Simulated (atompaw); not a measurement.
# A PAW (atompaw) potential for tellurium, from input to tests

Do these settings give a usable potential? It is generated, then checked for scattering, ghosts and hardness.

The numbers are computed with atompaw 4.2.0.5 (PBEsol, scalar-relativistic, spin-unpolarised reference atom).

### 1 The design

Typed settings, in words:

| Property | Result |
| --- | --- |
| element | tellurium (Te, Z = 52) |
| type | PAW |
| frozen core | [Kr] |
| valence charge | 16 |
| reference configuration | 4d10 5s1.75 5p4.25 |
| partial waves | 5s (bound): rc 1.58 bohr; 5s channel at 0.65 Ry: rc 1.76 bohr; 5p (bound): rc 1.76 bohr; 5p channel at -0.1 Ry: rc 1.76 bohr; 4d (bound): rc 1.44 bohr; 4d channel at -2 Ry: rc 1.76 bohr |
| local potential | bessel scheme, radius 1.72 bohr |
| core correction | smooth core density matched at 1.00 bohr |
| augmentation charge | besselshape compensation charge, radius 1.30 bohr; PAW radius 1.76 bohr; waves and projectors: custom polynom vanderbiltortho |

An earlier all-electron run gives the scale for the radii.

All-electron outer shells of the reference configuration (PBEsol, scalar-relativistic, ld1.x):

```json
{"shell": "4s", "level (eV)": "-164.51", "outermost node (bohr)": "0.38", "outermost maximum (bohr)": "0.70"}
{"shell": "4p", "level (eV)": "-114.59", "outermost node (bohr)": "0.38", "outermost maximum (bohr)": "0.74"}
{"shell": "4d", "level (eV)": "-41.93", "outermost node (bohr)": "0.36", "outermost maximum (bohr)": "0.81"}
{"shell": "5s", "level (eV)": "-15.34", "outermost node (bohr)": "0.91", "outermost maximum (bohr)": "1.80"}
{"shell": "5p", "level (eV)": "-6.11", "outermost node (bohr)": "1.00", "outermost maximum (bohr)": "2.17"}
```

### 2 Generation

Te.input reads:

```
Te 52
GGA-PBESOL scalarrelativistic loggrid 1500 logderivrange -5 5 251
5 5 4 0 0 0
5 0 1.75
5 1 4.25
0 0 0
c
c
c
c
v
c
c
c
v
c
v
2
1.76 1.30 1.72 1.00
y
0.65
n
y
-0.1
n
y
-2
n
custom polynom vanderbiltortho besselshape
bessel
1.58
1.76
1.76
1.76
1.44
1.76
PWSCFOUT
UPFDX 0.0125d0 UPFXMIN -7.d0 UPFZMESH 52.d0
END
```

Run with:

```sh
atompaw < Te.input > Te.log
```

**Question.** What will these runs give? Wanted: cutoffs for 10 and 1 mRy, occupied levels; bound ghosts; largest phase difference near zero energy, channels read; lowest eigenvalue of the overlap; share of valence orbitals outside the PAW sphere; UPF file.

As calculated:

```
                                                quantity                           value
               cutoffs for 10 and 1 mRy, occupied levels                80 Ry and 140 Ry
                                            bound ghosts  p at -77.07 eV, s at -38.84 eV
largest phase difference near zero energy, channels read                       0.003 rad
         lowest eigenvalue of the overlap (Bessel basis)                       0.030 (s)
        share of valence orbitals outside the PAW sphere        5s 64 %, 5p 83 %, 4d 4 %
                                                UPF file                         written
```

In words: It has a bound ghost (p, s), a state that the atom doesn't have, and that rules the file out. The potential is hard: the looser tolerance needs 80 Ry. The slowest occupied level is 4d: taken alone it needs 80 Ry to come within 1 mRy, against 35 Ry for 5s. Near zero energy the phases of the channels with partial waves agree within 0.003 rad. In the s channel the atom's pole at 4.95 Ry sits lower, at -2.86 Ry, in the pseudo curve. These are tests on the free atom; a crystal test is still owed.
